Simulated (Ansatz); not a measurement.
# ZnAg, space group Pm-3m: relaxations under a series of pressures

With Ansatz 0.2.0, Python API.

The script reads `znag.extxyz`:
```text
2
Lattice="3.156 0.0 0.0 0.0 3.156 0.0 0.0 0.0 3.156" Properties=species:S:1:pos:R:3 pbc="T T T"
Zn    1.57800000    1.57800000    1.57800000
Ag    0.00000000    0.00000000    0.00000000
```

Run as a notebook:

In [1]:
```python
import ansatz as az
import numpy as np
```

In [2]:
```python
OCCUPATIONS = "fermi_dirac"
WIDTH_EV = 0.1
```

In [3]:
```python
def edges_and_angles(cell):
    cell = np.asarray(cell)
    a, b, c = np.linalg.norm(cell, axis=1)
    cosines = cell[1] @ cell[2] / (b * c), cell[0] @ cell[2] / (a * c), cell[0] @ cell[1] / (a * b)
    return (a, b, c, *np.degrees(np.arccos(cosines)))
```

In [4]:
```python
system = az.Crystal.from_extxyz("znag.extxyz")
```

In [5]:
```python
len(system.resolved().sites)
```
Out [5]:
```text
2
```

In [6]:
```python
calc = system.calculation()
calc = calc.pseudopotentials("paw")
calc = calc.functional(az.Functional.LDA).occupations(OCCUPATIONS, width=WIDTH_EV)
calc = calc.kpoints(10, center="gamma")

# H = F + PV, with 1 GPa A^3 = 1/160.21766 eV
rows = []
for pressure in [0, 10, 20, 30, 40]:
    out = calc.relax(cell=True, pressure=pressure, force_tolerance=0.005, max_steps=60).run()
    cell = out.lattice.cell_ang
    n_atoms = len(out.lattice.sites)
    volume = abs(np.linalg.det(cell)) / n_atoms
    enthalpy = out.report["free_energy_ev"] / n_atoms + pressure * volume / 160.21766
    rows.append((pressure, volume, enthalpy, *edges_and_angles(cell)))
    print(f"{pressure} GPa done: {volume:.4f} A^3/atom")
```
```text
DeckWarning: basis.ecutwfc = 420 eV, auto-derived from the records' recommended cutoffs: set by Zn (normal level)
0 GPa done: 14.5719 A^3/atom
10 GPa done: 13.6674 A^3/atom
20 GPa done: 13.0196 A^3/atom
30 GPa done: 12.5151 A^3/atom
40 GPa done: 12.1022 A^3/atom
```

In [7]:
```python
print(" P (GPa)  V (A^3/atom)  H (eV/atom)     a       b       c")
for row in rows:
    print("{:8.1f} {:12.4f} {:14.5f} {:7.4f} {:7.4f} {:7.4f}".format(*row[:6]))
p, v = np.array([row[0] for row in rows], float), np.array([row[1] for row in rows])
print("mean bulk modulus between rows (GPa):", np.round(-np.diff(p) / np.diff(np.log(v)), 1))
```
```text
 P (GPa)  V (A^3/atom)  H (eV/atom)     a       b       c
     0.0      14.5719    -5352.27573  3.0774  3.0774  3.0774
    10.0      13.6674    -5351.39637  3.0124  3.0124  3.0124
    20.0      13.0196    -5350.56449  2.9640  2.9640  2.9640
    30.0      12.5151    -5349.76818  2.9252  2.9252  2.9252
    40.0      12.1022    -5349.00036  2.8927  2.8927  2.8927
mean bulk modulus between rows (GPa): [156.1 205.9 253.1 298. ]
```

The volume falls from 14.57 Å³ an atom at 0 GPa to 12.10 at 40 GPa, by 16.9 %. Between 0 and 10 GPa, -V dP/dV is about 156 GPa, a mean over that step.

Caveats:
- Absolute energies stand on the zero of these potentials, so only differences at equal settings mean something.
- At a fixed pressure a relaxation lowers the enthalpy F + PV, while F alone can rise.
- The starting cell is as deposited in a crystallographic database; the results hold for this polymorph, which needn't be the stable one.
- Warnings are shown shortened and without file and line.
- Symmetry holds the cell in this phase, whether or not it is the stable one at each pressure.
- Run time: 45 s on 1 thread of Arm Neoverse V2, with other jobs on the host, peak memory 0.4 GiB.
